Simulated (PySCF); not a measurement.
# C8H7Si: the cost of one run

Programs: PySCF 2.14.0, with routines of our own; each step states its level. All values are computed. Atoms count from 0.

## 1. The starting structure

16 atoms, charge 0, multiplicity 2; geometry from: GFN2-xTB.

## 2. Open-shell or spin-flip excitations: unrestricted TDDFT wB97X-D/def2-SVP

The job: settings as JSON, then the geometry in Å.

```
{"job": {"kind": "uabs", "xc": "wB97X-D", "basis": "def2-SVP", "nstates": 10, "tda": false}, "charge": 0, "multiplicity": 2}
C      2.480364    -2.006881    -0.350594
C      1.466932    -1.371489    -0.226782
C      0.252233    -0.667452    -0.081962
C     -0.942924    -1.379446    -0.076588
C     -2.152585    -0.727044     0.065330
C     -2.173924     0.659382     0.206003
C     -1.001138     1.376047     0.200758
C      0.249628     0.745450     0.056359
Si     1.791847     1.731604     0.050258
H      3.369257    -2.553526    -0.456956
H     -0.910483    -2.454879    -0.184669
H     -3.075260    -1.287894     0.068223
H     -3.118788     1.172193     0.318217
H     -1.032221     2.451958     0.309544
H      3.106641     1.148788    -0.089825
H      1.682822     3.172133     0.181272
```

Level: unrestricted TDDFT wB97X-D/def2-SVP, vertical, gas phase, core orbitals frozen in the response.

On the command line:

```
OMP_NUM_THREADS=1 python excited_run.py task.json out
```

One launch serves the whole session: the jobs run in the order shown.

**Question.** How long does this job take on 1 thread of Intel Xeon Platinum 8488C, shared host, and how much memory does it need?

About 94 s, with a peak of 0.69 GiB.
